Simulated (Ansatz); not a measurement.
# C2H2FNTe (SMILES FC1N=C1[TeH]) at 6 levels

We compute a comparison of 6 runs (HF/STO-3G, HF/3-21G, HF/def2-SVP, HF/def2-SVPD, PBE0/def2-SVP, wB97X/def2-TZVP) of C2H2FNTe. 

The calculation is run with Ansatz 0.2.0.

5 further runs of the same task are left out: 2 that didn't finish, 3 set aside as unsound or not needed.

## 1. The structure to begin with

C2H2FNTe: 7 atoms, total charge 0, spin state singlet. SMILES: `FC1N=C1[TeH]`. The coordinates come from a PBE0-D4/def2-TZVP relaxation. This is one conformer, not always the lowest.

Bond lengths: F1–C2 1.359 Å, C2–N3 1.458 Å, C2–C4 1.427 Å, N3–C4 1.268 Å, C4–Te5 2.057 Å, C2–H6 1.085 Å, Te5–H7 1.656 Å. Some angles: F1–C2–N3 116.7°, F1–C2–C4 119.3°, N3–C2–C4 52.1°, C2–N3–C4 62.7°, C2–C4–N3 65.2°, C2–C4–Te5 154.7°, N3–C4–Te5 140.0°, F1–C2–H6 110.6°, N3–C2–H6 120.5°, C4–C2–H6 125.7°.

## 2. Energy and forces at HF/STO-3G (run 1)

Input file in.yaml:

```yaml
crystal:
  periodic: [false, false, false]
  atoms:
    - {symbol: F, position_ang: [-0.161200, -1.994300, 0.085000]}
    - {symbol: C, position_ang: [0.342200, -0.829600, 0.572900]}
    - {symbol: N, position_ang: [-0.545200, -0.032900, 1.412100]}
    - {symbol: C, position_ang: [-0.302400, 0.400600, 0.245100]}
    - {symbol: Te, position_ang: [-0.837400, 1.944300, -1.004000]}
    - {symbol: H, position_ang: [1.388900, -0.945600, 0.833800]}
    - {symbol: H, position_ang: [0.176300, 1.389600, -2.190500]}
basis:
  gaussian:
    orbitals: STO-3G
hamiltonian:
  xc: hf
accuracy: high
output: {forces: true, orbitals: {seedname: orbitals}}
```

Started as:

```
$ ansatz run in.yaml --threads 1 --pin off --max-ram 2610MiB --events-out events.jsonl --progress --plain --runs-dir runs
```

What it wrote:

```text
Warning: RAYON_NUM_THREADS=1 ignored (pool sized by the plan → 1); use --threads N
Functional definition: HF
  name "HF"
  exchange = exact_x
  correlation = 0
830 factors; integrals over basis functions are off by at most 6.2e-9 eV
mean field evaluation 1: about -184346.5447 eV, gradient 3.6e1 eV
mean field evaluation 2: about -184346.7313 eV, gradient 3.6e1 eV
mean field evaluation 4: about -184351.1320 eV, gradient 3.2e0 eV
mean field evaluation 8: about -184351.1887 eV, gradient 1.6e-1 eV
mean field -184351.18892931 eV, -6774.7812354282 hartree, gradient 2.5e-8 eV, S^2 0.000000; 0 other end points of the search recorded, 0 dependent functions left out
the calculation of the forces begins
reference -184351.18892931 eV, -6774.7812354282 hartree; 41, 41 occupied and 8, 8 virtual orbitals, 830 factors
Total energy: -184351.18892931 eV, -6774.7812354282 hartree
Atom 0 at    -0.161200    -1.994300     0.085000 Å, force    -0.256362    -0.852542    -0.377994 eV/Å
Atom 1 at     0.342200    -0.829600     0.572900 Å, force     1.394510    -2.291235    -0.527222 eV/Å
Atom 2 at    -0.545200    -0.032900     1.412100 Å, force    -1.205154     0.577984     2.228552 eV/Å
Atom 3 at    -0.302400     0.400600     0.245100 Å, force    -0.699473     2.328850    -1.290425 eV/Å
Atom 4 at    -0.837400     1.944300    -1.004000 Å, force     0.610259    -0.379475    -0.528948 eV/Å
Atom 5 at     1.388900    -0.945600     0.833800 Å, force     0.581534     0.329025     0.100270 eV/Å
Atom 6 at     0.176300     1.389600    -2.190500 Å, force    -0.425313     0.287392     0.395766 eV/Å
Dipole moment:     0.326889     0.221375    -0.464428 e Å
```

It took 2 s on 1 thread of Arm Neoverse V1, shared host.

## 3. Energy and gradient at HF/3-21G (run 2)

Input file run.yaml:

```yaml
crystal:
  periodic: [false, false, false]
  atoms:
    - symbol: F
      position_ang: [-0.161200, -1.994300, 0.085000]
    - symbol: C
      position_ang: [0.342200, -0.829600, 0.572900]
    - symbol: "N"
      position_ang: [-0.545200, -0.032900, 1.412100]
    - symbol: C
      position_ang: [-0.302400, 0.400600, 0.245100]
    - symbol: Te
      position_ang: [-0.837400, 1.944300, -1.004000]
    - symbol: H
      position_ang: [1.388900, -0.945600, 0.833800]
    - symbol: H
      position_ang: [0.176300, 1.389600, -2.190500]
basis:
  gaussian:
    orbitals: 3-21G-spherical.json
accuracy: high
output: {forces: true, orbitals: {seedname: orbitals}}
hamiltonian:
  xc: hf
```

The basis set 3-21G is read from a file made from the Basis Set Exchange's data (not shown).

Started as:

```
$ ansatz run run.yaml --threads 1 --pin off --max-ram 2610MiB --events-out events.jsonl --progress --plain --runs-dir runs
```

What it wrote:

```text
Warning: RAYON_NUM_THREADS=1 ignored (pool sized by the plan → 1); use --threads N
Functional definition: HF
  name "HF"
  exchange = exact_x
  correlation = 0
1553 factors; integrals over basis functions are off by at most 8.0e-9 eV
mean field evaluation 1: about -185363.0197 eV, gradient 3.1e1 eV
mean field evaluation 2: about -185363.4578 eV, gradient 3.1e1 eV
mean field evaluation 4: about -185366.1259 eV, gradient 3.0e0 eV
mean field evaluation 8: about -185366.1880 eV, gradient 4.5e-1 eV
mean field evaluation 16: about -185366.1903 eV, gradient 2.7e-7 eV
mean field -185366.19028261 eV, -6812.0818471694 hartree, gradient 1.9e-8 eV, S^2 0.000000; 0 other end points of the search recorded, 0 dependent functions left out
the calculation of the forces begins
reference -185366.19028261 eV, -6812.0818471694 hartree; 41, 41 occupied and 30, 30 virtual orbitals, 1553 factors
Total energy: -185366.19028261 eV, -6812.0818471694 hartree
Atom 0 at    -0.161200    -1.994300     0.085000 Å, force    -0.189991    -0.801585    -0.406327 eV/Å
Atom 1 at     0.342200    -0.829600     0.572900 Å, force     1.444481    -0.603601     0.285390 eV/Å
Atom 2 at    -0.545200    -0.032900     1.412100 Å, force    -0.273627     0.551732     0.282859 eV/Å
Atom 3 at    -0.302400     0.400600     0.245100 Å, force    -0.155407     0.011964     0.596589 eV/Å
Atom 4 at    -0.837400     1.944300    -1.004000 Å, force    -0.369678     0.694822    -0.257770 eV/Å
Atom 5 at     1.388900    -0.945600     0.833800 Å, force    -0.677973     0.244218    -0.206215 eV/Å
Atom 6 at     0.176300     1.389600    -2.190500 Å, force     0.222196    -0.097550    -0.294527 eV/Å
Dipole moment:     0.346748     0.453033    -0.463024 e Å
```

Run time: 3.9 s. Hardware: 1 thread of Arm Neoverse V1, shared host.

Runs 3 to 5 aren't shown in full; the table further down has their settings and results.

## 4. Energy and gradient at wB97X/def2-TZVP (core potential) (run 6)

Input file job.yaml:

```yaml
basis:
  gaussian:
    orbitals: def2-TZVP
crystal:
  periodic: [false, false, false]
  atoms:
    - {symbol: F, position_ang: [-0.161200, -1.994300, 0.085000]}
    - {symbol: C, position_ang: [0.342200, -0.829600, 0.572900]}
    - {symbol: "N", position_ang: [-0.545200, -0.032900, 1.412100]}
    - {symbol: C, position_ang: [-0.302400, 0.400600, 0.245100]}
    - {symbol: Te, position_ang: [-0.837400, 1.944300, -1.004000]}
    - {symbol: H, position_ang: [1.388900, -0.945600, 0.833800]}
    - {symbol: H, position_ang: [0.176300, 1.389600, -2.190500]}
hamiltonian:
  xc: {name: wB97X}
accuracy: high
output:
  forces: true
  orbitals: {seedname: orbitals}
```

Started as:

```
$ ansatz run job.yaml --threads 1 --pin off --max-ram 2610MiB --events-out events.jsonl --progress --plain --runs-dir runs
```

What it wrote:

```text
Warning: RAYON_NUM_THREADS=1 ignored (pool sized by the plan → 1); use --threads N
[... 30 lines left out ...]
Total energy: -13606.58259169 eV, -500.0326873717 hartree
[... 7 lines left out ...]
Dipole moment:     0.235904     0.476936    -0.424543 e Å
```

Run time: 95 s. Hardware: 1 thread of Arm Neoverse V1, shared host; peak memory 1.3 GiB.

## 5. The series

| run | level | core potential | energy (Eh) | dipole moment (D) | HOMO energy (eV) | LUMO energy (eV) | wall time |
| --- | --- | --- | --- | --- | --- | --- | --- |
| 1 | HF/STO-3G | none | -6774.781235 | 2.93 | -7.23 | 6.61 | 2 s |
| 2 | HF/3-21G | none | -6812.081847 | 3.53 | -9.29 | 1.98 | 3.9 s |
| 3 | HF/def2-SVP (core potential) | def2-SVP | -497.499489 | 3.53 | -9.38 | 1.91 | 8.1 s |
| 4 | HF/def2-SVPD (core potential) | def2-SVPD | -497.516043 | 3.44 | -9.44 | 1.09 | 16 s |
| 5 | PBE0/def2-SVP (core potential) | def2-SVP | -499.525527 | 3.20 | -7.10 | -1.29 | 13 s |
| 6 | wB97X/def2-TZVP (core potential) | def2-TZVP | -500.032687 | 3.27 | -9.31 | 0.58 | 95 s |

## 6. Results

| quantity | value |
| --- | --- |
| run 6: total energy | -500.03269 Eh |
| run 6: dipole moment | 3.27 D |
| run 6: HOMO energy | -9.31 eV |
| run 6: LUMO energy | 0.58 eV |
| run 6: HOMO–LUMO gap | 9.89 eV |
| run 6: largest force on an atom | 0.331 eV/Å |

In words: The dipole moment (its size) runs from 2.93 D (HF/STO-3G) to 3.53 D (HF/def2-SVP). The two ends differ in basis and core potential. The HOMO–LUMO gap runs from 5.81 eV (PBE0/def2-SVP) to 13.84 eV (HF/STO-3G). The two ends differ in method and basis and core potential. Totals of different functionals can't be ranked against each other. Some runs of one species differ in core potentials or relativity; totals across that change don't compare. In run 1 the basis is minimal, so the values are rough. In runs 1, 2 relativity is left out where basis or elements ask for it. All runs together took 2.3 min, the longest 95 s.
